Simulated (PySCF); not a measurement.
# C4H5BS: electronic excitations and core binding energies

Wanted: the electronic excitations and core binding energies of C4H5BS (`Bc1ccsc1`), by calculation.

The runs use PySCF 2.14.0, with density-fitted response routines of our own; the level of theory stands in each step. All values are computed, except where a source is named. Atoms are numbered from 0 throughout.

### Step 1. The starting structure

11 atoms, charge 0, multiplicity 1; geometry from: GFN2-xTB.

Bonds of the start (Å): B0–C1 1.53, C1–C2 1.43, C2–C3 1.35, C3–S4 1.73, S4–C5 1.71, C5–C1 1.38, B0–H6 1.17, B0–H7 1.17, C2–H8 1.08, C3–H9 1.07, C5–H10 1.07.

### Step 2. Excited states and response: CAM-B3LYP/def2-SVPD

The job: settings as JSON, then the geometry in Å.

```
{"job": {"kind": "uv", "xc": "CAM-B3LYP", "basis": "def2-SVPD", "nstates": 8, "ntriplets": 3}, "charge": 0, "multiplicity": 1}
B      1.926323    -0.106532     0.134214
C      0.414353     0.080648    -0.031015
C     -0.598468    -0.820765     0.429636
C     -1.857007    -0.414893     0.154211
S     -1.877403     1.093920    -0.685230
C     -0.170133     1.158738    -0.653192
H      2.341031    -1.055725     0.676303
H      2.659747     0.702624    -0.283417
H     -0.373433    -1.736308     0.947001
H     -2.786586    -0.896806     0.385262
H      0.327001     1.997769    -1.099739
```

Method: TDDFT CAM-B3LYP/def2-SVPD, vertical, gas phase, core orbitals frozen in the response.

The program printed:

```text
coarse grid: 10160 points
cycle   1  E = -577.9926579297  dE =  1.084e+00  |g| = 2.890e-01  |ddm| = 6.382e+00
cycle   2  E = -577.9961345547  dE = -3.477e-03  |g| = 3.018e-01  |ddm| = 1.260e+00
cycle   3  E = -578.0202542056  dE = -2.412e-02  |g| = 5.211e-02  |ddm| = 7.971e-01
cycle   4  E = -578.0210839122  dE = -8.297e-04  |g| = 1.241e-02  |ddm| = 1.439e-01
cycle   5  E = -578.0211235626  dE = -3.965e-05  |g| = 4.654e-03  |ddm| = 4.277e-02
cycle   6  E = -578.0211295352  dE = -5.973e-06  |g| = 9.853e-04  |ddm| = 1.072e-02
final grid: 94648 points
cycle   7  E = -578.0961812679  dE = -2.305e-05  |g| = 2.961e-03  |ddm| = 8.357e-02
cycle   8  E = -578.0961809966  dE =  2.713e-07  |g| = 3.267e-03  |ddm| = 1.342e-02
cycle   9  E = -578.0961837944  dE = -2.798e-06  |g| = 1.837e-04  |ddm| = 7.090e-03
cycle  10  E = -578.0961838031  dE = -8.691e-09  |g| = 1.379e-04  |ddm| = 9.268e-04
cycle  11  E = -578.0961838089  dE = -5.757e-09  |g| = 4.117e-05  |ddm| = 3.717e-04
cycle  12  E = -578.0961838094  dE = -4.876e-10  |g| = 1.107e-05  |ddm| = 1.021e-04
converged SCF energy = -578.0961838094

Static polarisability (au): isotropic 78.026, principal 49.577 77.996 106.504

Singlet excitations
state   eV       nm        f      main configurations
  1   4.8480    255.7   0.01652   H->L 0.93
  2   5.2811    234.8   0.25401   H-1->L 0.89
  3   5.8416    212.2   0.00042   H-2->L 0.85, H-3->L 0.08
  4   6.0256    205.8   0.00398   H-3->L 0.84
  5   6.4011    193.7   0.00275   H->L+2 0.54, H-1->L+2 0.15, H->L+3 0.10
  6   6.4320    192.8   0.28351   H->L+1 0.78, H-1->L+1 0.14
  7   6.6233    187.2   0.00176   H-1->L+2 0.53, H->L+2 0.18, H-1->L+3 0.08
  8   6.7348    184.1   0.10312   H-1->L+1 0.78, H->L+1 0.14

Triplet excitations (Tamm-Dancoff, eV): 3.4329 4.1700 4.6698
```

Run time: 34 s. Hardware: 1 thread, shared host.

The orbitals next to the gap, with their largest atomic shares:

```tsv
orbital	eV	atoms
HOMO−3	-10.95	B0 29 %, C1 22 %, H7 16 %
HOMO−2	-10.78	B0 34 %, H6 22 %, S4 13 %
HOMO−1	-8.89	S4 41 %, C1 22 %, C2 14 %
HOMO	-8.52	C3 29 %, C5 24 %, C2 19 %
LUMO	-0.82	B0 36 %, C5 19 %, C1 14 %
LUMO+1	0.86	C3 26 %, C2 21 %, S4 14 %
LUMO+2	1.07	S4 61 %, B0 14 %, H10 6 %
```

With each of the 8 states as a Gaussian band of 0.4 eV half-width at 1/e, the curve within the window shown has maxima at 235 nm (ε 11,000), 191 nm (ε 14,000) L/(mol cm). Beyond the last state computed it falls off for lack of states. The curve at chosen wavelengths:

```json
{"nm": "176", "ε (L/mol/cm)": "3598"}
{"nm": "181", "ε (L/mol/cm)": "8022"}
{"nm": "185", "ε (L/mol/cm)": "11773"}
{"nm": "190", "ε (L/mol/cm)": "14282"}
{"nm": "194", "ε (L/mol/cm)": "13475"}
{"nm": "199", "ε (L/mol/cm)": "9832"}
{"nm": "204", "ε (L/mol/cm)": "5782"}
{"nm": "208", "ε (L/mol/cm)": "3658"}
{"nm": "213", "ε (L/mol/cm)": "2973"}
{"nm": "217", "ε (L/mol/cm)": "3857"}
{"nm": "222", "ε (L/mol/cm)": "6117"}
{"nm": "227", "ε (L/mol/cm)": "8620"}
{"nm": "231", "ε (L/mol/cm)": "10028"}
{"nm": "236", "ε (L/mol/cm)": "10469"}
{"nm": "240", "ε (L/mol/cm)": "9761"}
{"nm": "245", "ε (L/mol/cm)": "7995"}
{"nm": "250", "ε (L/mol/cm)": "5904"}
{"nm": "254", "ε (L/mol/cm)": "4364"}
{"nm": "259", "ε (L/mol/cm)": "2826"}
{"nm": "263", "ε (L/mol/cm)": "1932"}
{"nm": "268", "ε (L/mol/cm)": "1167"}
{"nm": "273", "ε (L/mol/cm)": "691"}
{"nm": "277", "ε (L/mol/cm)": "448"}
{"nm": "282", "ε (L/mol/cm)": "257"}
{"nm": "286", "ε (L/mol/cm)": "163"}
{"nm": "291", "ε (L/mol/cm)": "90"}
```

Ground-state properties from the same run:

```tsv
property	computed
dipole moment (D)	1.12
polarisability (Å³)	11.56
HOMO–LUMO gap (eV)	7.70
−ε(HOMO) (eV)	8.52
```

### Step 3. Core-electron binding energies: SCAN, X2C

Settings changed since step 2:

```diff
@@ -1,2 +1,2 @@
-{"job": {"kind": "uv", "xc": "CAM-B3LYP", "basis": "def2-SVPD", "nstates": 8, "ntriplets": 3}, "charge": 0, "multiplicity": 1}
+{"job": {"kind": "xps"}, "charge": 0, "multiplicity": 1}
 B      1.926323    -0.106532     0.134214
```

With the program's defaults for keys left out, this is: delta-SCF UKS SCAN, pcX-2 on the ionised atom, pcseg-1 elsewhere, spin-free X2C.

The program printed:

```text
ground state, core basis on atom 0 (B), 144 functions
  cycle   1  E = -579.30116745  |g| = 4.49e-01
  cycle   2  E = -579.13169149  |g| = 8.48e-01
  cycle   3  E = -579.35569044  |g| = 1.56e-01
  cycle   4  E = -579.36267982  |g| = 5.73e-02
  cycle   5  E = -579.36348784  |g| = 2.13e-02
  cycle   6  E = -579.36361173  |g| = 5.12e-03
  cycle   7  E = -579.36361871  |g| = 2.02e-03
  cycle   8  E = -579.36361813  |g| = 1.26e-03
  cycle   9  E = -579.36361778  |g| = 3.40e-04
  E(ground) = -579.38661432 Eh
hole in B 1s of atom 0
  cycle   1  E = -571.76638152  |g| = 1.16e+00
  cycle   2  E = -570.09001210  |g| = 1.88e+00
  cycle   3  E = -571.93009051  |g| = 6.05e-01
  cycle   4  E = -572.12342277  |g| = 3.35e-01
  cycle   5  E = -572.18140181  |g| = 1.69e-01
  cycle   6  E = -572.19780434  |g| = 5.18e-02
  cycle   7  E = -572.19994048  |g| = 4.16e-02
  cycle   8  E = -572.20107585  |g| = 2.47e-02
  cycle   9  E = -572.20203051  |g| = 2.80e-02
  cycle  10  E = -572.20291286  |g| = 1.82e-02
  cycle  11  E = -572.20327853  |g| = 8.18e-03
  cycle  12  E = -572.20338165  |g| = 4.16e-03
  cycle  13  E = -572.20341488  |g| = 2.11e-03
  cycle  14  E = -572.20341882  |g| = 2.01e-03
  cycle  15  E = -572.20342215  |g| = 8.01e-04
  cycle  16  E = -572.20342226  |g| = 4.96e-04
  E(ion) = -572.22649473 Eh   <S^2> = 1.1798   hole on atom = 1.000   binding energy = 194.837 eV
ground state, core basis on atom 1 (C), 144 functions
  cycle   1  E = -579.37392881  |g| = 5.84e-02
  cycle   2  E = -579.37373512  |g| = 3.22e-02
  cycle   3  E = -579.37355656  |g| = 4.00e-02
  cycle   4  E = -579.37400023  |g| = 8.45e-03
  cycle   5  E = -579.37402379  |g| = 7.58e-04
  cycle   6  E = -579.37402332  |g| = 3.59e-04
  E(ground) = -579.39649218 Eh
hole in C 1s of atom 1
  cycle   1  E = -568.13113225  |g| = 1.52e+00
  cycle   2  E = -566.85342946  |g| = 2.13e+00
  cycle   3  E = -568.45759316  |g| = 6.50e-01
  cycle   4  E = -568.53706134  |g| = 5.33e-01
  cycle   5  E = -568.70735266  |g| = 1.26e-01
  cycle   6  E = -568.71162645  |g| = 8.14e-02
  cycle   7  E = -568.71555463  |g| = 1.33e-02
  cycle   8  E = -568.71567536  |g| = 6.11e-03
  cycle   9  E = -568.71571917  |g| = 3.57e-03
  cycle  10  E = -568.71575274  |g| = 2.36e-03
  cycle  11  E = -568.71577334  |g| = 2.03e-03
  cycle  12  E = -568.71578240  |g| = 1.06e-03
  cycle  13  E = -568.71578405  |g| = 3.52e-04
  E(ion) = -568.73751519 Eh   <S^2> = 0.7840   hole on atom = 1.000   binding energy = 290.046 eV
ground state, core basis on atom 2 (C), 144 functions
  cycle   1  E = -579.37433641  |g| = 5.99e-02
  cycle   2  E = -579.37411980  |g| = 3.73e-02
  cycle   3  E = -579.37415996  |g| = 3.36e-02
  cycle   4  E = -579.37443920  |g| = 1.05e-02
  cycle   5  E = -579.37447136  |g| = 9.33e-04
  cycle   6  E = -579.37447353  |g| = 3.55e-04
  E(ground) = -579.39679122 Eh
hole in C 1s of atom 2
  cycle   1  E = -568.11690795  |g| = 1.52e+00
  cycle   2  E = -566.91474736  |g| = 2.09e+00
  cycle   3  E = -568.46621091  |g| = 6.21e-01
  cycle   4  E = -568.54487288  |g| = 4.96e-01
  cycle   5  E = -568.69702266  |g| = 1.05e-01
  cycle   6  E = -568.69952953  |g| = 6.84e-02
  cycle   7  E = -568.70231675  |g| = 1.88e-02
  cycle   8  E = -568.70255454  |g| = 7.46e-03
  cycle   9  E = -568.70261336  |g| = 5.03e-03
  cycle  10  E = -568.70265707  |g| = 3.38e-03
  cycle  11  E = -568.70268416  |g| = 1.92e-03
  cycle  12  E = -568.70269356  |g| = 9.08e-04
  cycle  13  E = -568.70269573  |g| = 5.52e-04
  cycle  14  E = -568.70269804  |g| = 4.06e-04
  E(ion) = -568.72464169 Eh   <S^2> = 0.7931   hole on atom = 1.000   binding energy = 290.404 eV
ground state, core basis on atom 3 (C), 144 functions
  cycle   1  E = -579.37448240  |g| = 6.10e-02
  cycle   2  E = -579.37411179  |g| = 4.56e-02
  cycle   3  E = -579.37420415  |g| = 4.02e-02
  cycle   4  E = -579.37460204  |g| = 1.20e-02
  cycle   5  E = -579.37464643  |g| = 1.29e-03
  cycle   6  E = -579.37464692  |g| = 4.45e-04
  E(ground) = -579.39731432 Eh
hole in C 1s of atom 3
  cycle   1  E = -568.09316336  |g| = 1.52e+00
  cycle   2  E = -566.66545512  |g| = 2.21e+00
  cycle   3  E = -568.46777235  |g| = 6.21e-01
  cycle   4  E = -568.52841589  |g| = 5.03e-01
  cycle   5  E = -568.68035947  |g| = 1.21e-01
  cycle   6  E = -568.68675632  |g| = 4.36e-02
  cycle   7  E = -568.68762085  |g| = 2.39e-02
  cycle   8  E = -568.68795017  |g| = 9.71e-03
  cycle   9  E = -568.68802702  |g| = 5.43e-03
  cycle  10  E = -568.68808319  |g| = 3.68e-03
  cycle  11  E = -568.68812547  |g| = 2.30e-03
  cycle  12  E = -568.68814799  |g| = 1.43e-03
  cycle  13  E = -568.68815243  |g| = 5.58e-04
  cycle  14  E = -568.68815381  |g| = 2.23e-04
  E(ion) = -568.71100816 Eh   <S^2> = 0.7988   hole on atom = 1.000   binding energy = 290.789 eV
ground state, core basis on atom 4 (S), 155 functions
  cycle   1  E = -579.52296471  |g| = 4.05e-01
  cycle   2  E = -579.52251279  |g| = 5.72e-02
  cycle   3  E = -579.52065179  |g| = 1.00e-01
  cycle   4  E = -579.52335128  |g| = 9.35e-03
  cycle   5  E = -579.52334619  |g| = 9.07e-03
  cycle   6  E = -579.52336930  |g| = 5.05e-04
  cycle   7  E = -579.52337116  |g| = 1.98e-04
  E(ground) = -579.53121431 Eh
hole in S 1s of atom 4
  cycle   1  E = -487.24088293  |g| = 5.08e+00
  cycle   2  E = -484.65245770  |g| = 2.95e+00
  cycle   3  E = -469.85247037  |g| = 4.17e+00
  cycle   4  E = -488.32524605  |g| = 5.01e-01
  cycle   5  E = -488.36550534  |g| = 4.33e-01
  cycle   6  E = -488.45532607  |g| = 1.04e-01
  cycle   7  E = -488.45711327  |g| = 8.44e-02
  cycle   8  E = -488.46101162  |g| = 2.05e-02
  cycle   9  E = -488.46125372  |g| = 5.56e-03
  cycle  10  E = -488.46126456  |g| = 3.32e-03
  cycle  11  E = -488.46127029  |g| = 6.52e-04
  cycle  12  E = -488.46127028  |g| = 2.51e-04
  E(ion) = -488.46083205 Eh   <S^2> = 0.7516   hole on atom = 1.000   binding energy = 2478.151 eV
hole in S 2p of atom 4
  cycle   1  E = -572.79557731  |g| = 1.53e+00
  cycle   2  E = -570.06845815  |g| = 2.21e+00
  cycle   3  E = -571.88424327  |g| = 1.28e+00
  cycle   4  E = -573.21079659  |g| = 2.44e-01
  cycle   5  E = -573.20809013  |g| = 2.54e-01
  cycle   6  E = -573.23683548  |g| = 1.02e-01
  cycle   7  E = -573.24196379  |g| = 4.35e-02
  cycle   8  E = -573.24297643  |g| = 8.92e-03
  cycle   9  E = -573.24302095  |g| = 3.09e-03
  cycle  10  E = -573.24302510  |g| = 1.54e-03
  cycle  11  E = -573.24302577  |g| = 5.71e-04
  cycle  12  E = -573.24302685  |g| = 3.76e-04
  E(ion) = -573.25675165 Eh   <S^2> = 0.7543   hole on atom = 1.001   binding energy = 170.737 eV
  2p3/2 = 170.210 eV   2p1/2 = 171.444 eV
ground state, core basis on atom 5 (C), 144 functions
  cycle   1  E = -579.37401005  |g| = 6.61e-02
  cycle   2  E = -579.37315435  |g| = 6.50e-02
  cycle   3  E = -579.37393382  |g| = 3.77e-02
  cycle   4  E = -579.37427400  |g| = 1.71e-02
  cycle   5  E = -579.37435440  |g| = 2.16e-03
  cycle   6  E = -579.37435756  |g| = 4.64e-04
  E(ground) = -579.39682782 Eh
hole in C 1s of atom 5
  cycle   1  E = -568.08251178  |g| = 1.52e+00
  cycle   2  E = -566.62430590  |g| = 2.24e+00
  cycle   3  E = -568.46781763  |g| = 6.17e-01
  cycle   4  E = -568.49546750  |g| = 5.43e-01
  cycle   5  E = -568.67735740  |g| = 1.19e-01
  cycle   6  E = -568.68344724  |g| = 4.56e-02
  cycle   7  E = -568.68400950  |g| = 3.39e-02
  cycle   8  E = -568.68478387  |g| = 7.37e-03
  cycle   9  E = -568.68485387  |g| = 4.65e-03
  cycle  10  E = -568.68491553  |g| = 3.19e-03
  cycle  11  E = -568.68496298  |g| = 2.32e-03
  cycle  12  E = -568.68498351  |g| = 1.68e-03
  cycle  13  E = -568.68499083  |g| = 7.61e-04
  cycle  14  E = -568.68499189  |g| = 2.71e-04
  E(ion) = -568.70773650 Eh   <S^2> = 0.8061   hole on atom = 1.000   binding energy = 290.865 eV
```

Run time: 92 s. Hardware: 1 thread, shared host.

The holes in one table. −ε is the ground-state orbital energy:

```tsv
hole	stands for	environment	ΔSCF (eV; 2p as the shell's mean)	−ε (eV)	⟨S²⟩
B1s on B0	B0	boron bonded to C, 2 H	194.84 (doubtful)	179.8	1.180
C1s on C1	C1	substituted aromatic carbon	290.05	273.6	0.784
C1s on C2	C2	aromatic CH	290.40	274.0	0.793
C1s on C3	C3	aromatic CH next to the ring sulfur	290.79	274.6	0.799
S1s on S4	S4	aromatic ring sulfur	2478.15	2416.1	0.752
S2p on S4	S4	aromatic ring sulfur	170.62	159.2	0.754
C1s on C5	C5	aromatic CH next to the ring sulfur	290.86	274.9	0.806
```

Doubtful: the ion did not converge, its hole moved, or its ⟨S²⟩ is well above 0.75.

With the spin-orbit splitting: S4 2p3/2 170.21, 2p1/2 171.44 eV. The table gives each 2p level as the mean over the whole 2p shell (two parts 2p3/2, one part 2p1/2), which differs a little from the single hole in the log.

### Step 4. Results

```
                                quantity                                          value
    lowest singlet (CAM-B3LYP/def2-SVPD)                    4.85 eV (256 nm), f = 0.017
brightest single state of those computed                    state 6, 6.43 eV, f = 0.284
                          lowest triplet                                        3.43 eV
        C1s binding energies, SCAN/pcX-2  C5 290.86, C3 290.79, C2 290.40, C1 290.05 eV
        S1s binding energies, SCAN/pcX-2                                  S4 2478.15 eV
        S2p binding energies, SCAN/pcX-2                                   S4 170.62 eV
```

What this shows: The lowest singlet, at 4.85 eV, is HOMO→LUMO 0.93 and is weak; of the 8 states computed, the strongest absorption comes from state 6 at 6.43 eV. The lowest triplet lies 1.42 eV below the lowest singlet (triplets in Tamm-Dancoff, singlets in full TDDFT). The C1s levels kept as sound span 0.82 eV, from C1 (substituted aromatic carbon) up to C5 (aromatic CH next to the ring sulfur).
